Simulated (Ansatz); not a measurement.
What does this script print? It uses the Python package of Ansatz (0.2.0).

`ch4geos.py`
```python
# -*- coding: utf-8 -*-
import ansatz as az
import numpy as np

config = {
    "basis_set": "6-31G*",
    "xc": "pbe",
}

GEOMETRY = """
C    -0.31770    1.06180   -0.19800
O     0.14030    0.46880    0.94990
Ge    0.34570   -1.15430    0.24950
S    -0.32600   -0.18270   -1.51730
H     0.30520    1.93160   -0.53110
H    -1.39210    1.50070   -0.01800
H     1.90740   -1.51550    0.14500
H    -0.57070   -2.16740    0.86410
"""


def main():
    mol = az.Crystal.molecule()
    for line in GEOMETRY.strip().splitlines():
        symbol, *xyz = line.split()
        mol = mol.atom(symbol, [float(v) for v in xyz])

    job = mol.calculation()
    job = job.basis(gaussian=config["basis_set"])
    job = job.functional(config["xc"]).forces()
    print(job.to_yaml())
    outcome = job.run(threads=1, backend="cpu")
    data = outcome.report

    print("reference energy %16.6f eV" % data["reference_energy_ev"])
    print("total energy     %16.6f eV" % data["free_energy_ev"])
    print("occupied (up, down):", data["n_occupied"], " virtual:", data["n_virtual"], " frozen:", data["n_frozen"])

    field = data["mean_field"]
    print("<S^2> =", round(abs(field["state"]["spin_squared"]), 4), " relativity:", field["relativity"])
    print("passes:", field["passes"])
    if "symmetry" in field:
        print("occupied orbitals by irrep:", field["symmetry"]["occupied"])

    symbols = [site.symbol for site in mol.cartesian_sites]
    forces = np.array(data["forces_ev_ang"])
    print("largest force", round(float(np.linalg.norm(forces, axis=1).max()), 4), "eV/A, rms", round(float(np.sqrt((forces ** 2).mean())), 4))

    charges = data["charge_distribution"]
    print("dipole moment", round(4.803205 * float(np.linalg.norm(charges["dipole_moment_e_ang"])), 3), "D")
    print("Mulliken:", [(s, round(q, 3)) for s, q in zip(symbols, charges["mulliken_charges_e"])])


if __name__ == "__main__":
    main()
```

```console
$ python ch4geos.py
crystal:
  periodic: [false, false, false]
  atoms:
    - { symbol: C, position_ang: [-0.3177, 1.0618, -0.198] }
    - { symbol: O, position_ang: [0.1403, 0.4688, 0.9499] }
    - { symbol: Ge, position_ang: [0.3457, -1.1543, 0.2495] }
    - { symbol: S, position_ang: [-0.326, -0.1827, -1.5173] }
    - { symbol: H, position_ang: [0.3052, 1.9316, -0.5311] }
    - { symbol: H, position_ang: [-1.3921, 1.5007, -0.018] }
    - { symbol: H, position_ang: [1.9074, -1.5155, 0.145] }
    - { symbol: H, position_ang: [-0.5707, -2.1674, 0.8641] }
basis:
  gaussian:
    orbitals: "6-31G*"
hamiltonian:
  xc: pbe
output:
  forces: true

reference energy    -70477.458903 eV
total energy        -70477.458903 eV
occupied (up, down): [33, 33]  virtual: [59, 59]  frozen: 0
<S^2> = 0.0  relativity: none
passes: {'evaluations': 17, 'products': 11}
occupied orbitals by irrep: [{'A': 33}, {'A': 33}]
largest force 4.0784 eV/A, rms 1.2797
dipole moment 1.06 D
Mulliken: [('C', -0.19), ('O', -0.451), ('Ge', 0.212), ('S', -0.012), ('H', 0.181), ('H', 0.162), ('H', 0.028), ('H', 0.068)]
```

Notes:
- Total energies depend on the basis set; only differences at equal settings carry meaning.
- The geometry is a force-field or estimated start, not a minimum of this method, and the basis set is short of its limit.
- Finished in 1.9 s on 1 thread of Intel(R) Xeon(R) 6975P-C (Granite Rapids) (shared host), peak memory 0.21 GiB.

(A comment or docstring line of the script was reworded after the run, the code is as it ran; lines on the test bed's own set-up are left out of the output.)
